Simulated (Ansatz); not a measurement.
**FH₅SSi₂: taking an electron away**

An exercise on one series of results from a longer session: the logs are not shown, and one member is left open.

The runs use Ansatz 0.2.0, Gaussian basis; unrestricted cation, the program's frozen cores in correlated methods.

The runs, in order: UKS PBE-D4/def2-TZVPP; UKS r2SCAN-D4/def2-TZVPP; UKS PBE0-D4/def2-TZVPP; UKS B3LYP-D4/def2-TZVPP; UKS wB97X-V/def2-TZVPP; UKS wB97M-V/def2-TZVPP; UKS B2PLYP/def2-TZVPP; UHF-CCSD(T)/def2-TZVPP; UHF-MP2/def2-QZVPP; extrapolation to the limit; then −ε(HOMO) from the neutral's earlier runs with LDA (SPW92), PBE-D4, revPBE-D4, BLYP-D4, r2SCAN-D4, B97M-V, PBE0-D4, B3LYP-D4, r2SCANh-D4, r2SCAN0-D4, HSE06-D4, BHLYP-D4, CAM-B3LYP-D4, LC-ωPBE, ωB97X-V, ωB97M-V.

## Structure used throughout

The geometry comes from an earlier relaxation with PBE0-D4 in a triple-zeta def2 set; it is a stationary point, not always the lowest conformer.

SMILES `F[SiH2]S[SiH3]`, 9 atoms, charge 0, spin multiplicity 1.

Atoms are counted from 1 here; the program's logs count them from 0.

Bond lengths: F1–Si2 1.598 Å, Si2–S3 2.114 Å, Si2–H5 1.479 Å, Si2–H6 1.479 Å, S3–Si4 2.147 Å, Si4–H7 1.482 Å, Si4–H8 1.482 Å, Si4–H9 1.485 Å. Angles: F1–Si2–S3 111.3°, F1–Si2–H5 108.5°, F1–Si2–H6 106.4°, S3–Si2–H5 106.5°, S3–Si2–H6 111.3°, H5–Si2–H6 112.8°, Si2–S3–Si4 98.9°, S3–Si4–H7 106.6°, S3–Si4–H8 110.8°, S3–Si4–H9 109.5°, H7–Si4–H8 109.8°, H7–Si4–H9 110.5°, H8–Si4–H9 109.6°.

Geometry (Å):

| atom | x (Å) | y (Å) | z (Å) |
| --- | --- | --- | --- |
| F1 | -1.2956 | 1.1258 | -1.4555 |
| Si2 | 0.1411 | 1.3902 | -0.8066 |
| S3 | 1.2475 | -0.4031 | -0.6363 |
| Si4 | -0.0022 | -1.4309 | 0.7748 |
| H5 | 0.9082 | 2.2740 | -1.7103 |
| H6 | -0.1041 | 1.9992 | 0.5192 |
| H7 | 0.8806 | -2.3521 | 1.5293 |
| H8 | -1.0569 | -2.2049 | 0.0778 |
| H9 | -0.6301 | -0.4446 | 1.6904 |

Set-up of the first run:

in.yaml reads:

```yaml
crystal:
  periodic: [false, false, false]
  atoms:
    - {symbol: F, position_ang: [-1.295588, 1.125796, -1.455504]}
    - {symbol: Si, position_ang: [0.141077, 1.390212, -0.806560]}
    - {symbol: S, position_ang: [1.247524, -0.403098, -0.636293]}
    - {symbol: Si, position_ang: [-0.002167, -1.430878, 0.774804]}
    - {symbol: H, position_ang: [0.908217, 2.274027, -1.710335]}
    - {symbol: H, position_ang: [-0.104119, 1.999172, 0.519213]}
    - {symbol: H, position_ang: [0.880605, -2.352075, 1.529300]}
    - {symbol: H, position_ang: [-1.056862, -2.204852, 0.077808]}
    - {symbol: H, position_ang: [-0.630089, -0.444603, 1.690369]}
basis:
  gaussian: {orbitals: def2-TZVPP}
total_charge: 1
magnetization: {spin_polarized: true, initial_magnetization: 1}
hamiltonian: {xc: pbe, dispersion: d4}
```

On the command line:

```console
$ ansatz run in.yaml --threads 2 --pin off --events-out ev --progress --plain --max-ram 32768MiB --backend cpu
```

Among the steps run: Cation, UKS PBE-D4/def2-TZVPP; Cation, UKS r2SCAN-D4/def2-TZVPP; Cation, UKS PBE0-D4/def2-TZVPP; Cation, UKS B3LYP-D4/def2-TZVPP; Cation, UKS wB97X-V/def2-TZVPP; Cation, UKS wB97M-V/def2-TZVPP; Cation, UKS B2PLYP (frozen core)/def2-TZVPP; Cation, UHF-CCSD(T)/def2-TZVPP; Cation, UHF-MP2/def2-QZVPP.

One of the session's tables, all rows but one given; the rest of the session is left out.

Orbital estimates, from the neutral's runs:

| functional | −ε(HOMO) (eV) |
| --- | --- |
| LDA (SPW92) | 6.81 |
| PBE-D4 | 6.71 |
| revPBE-D4 | 6.67 |
| BLYP-D4 | 6.53 |
| r2SCAN-D4 | 7.00 |
| B97M-V | 7.16 |
| PBE0-D4 | 7.91 |
| B3LYP-D4 | 7.65 |
| r2SCANh-D4 | 7.44 |
| r2SCAN0-D4 | ? |
| HSE06-D4 | 7.51 |
| BHLYP-D4 | 8.96 |
| CAM-B3LYP-D4 | 9.19 |
| LC-ωPBE | 10.59 |
| ωB97X-V | 10.24 |
| ωB97M-V | 10.07 |

Estimate the missing values for r2SCAN0-D4.

Worked estimate for «−ε(HOMO) (eV)». Against the share of exact exchange, r2SCAN-D4 (0, 7.00), r2SCANh-D4 (0.1, 7.44) give a slope of 4.40 per unit share; at 0.25 the line stands at 8.10.

**Answer.** −ε(HOMO) (eV): 8.10. In «−ε(HOMO) (eV)» the line misses by 0.00.
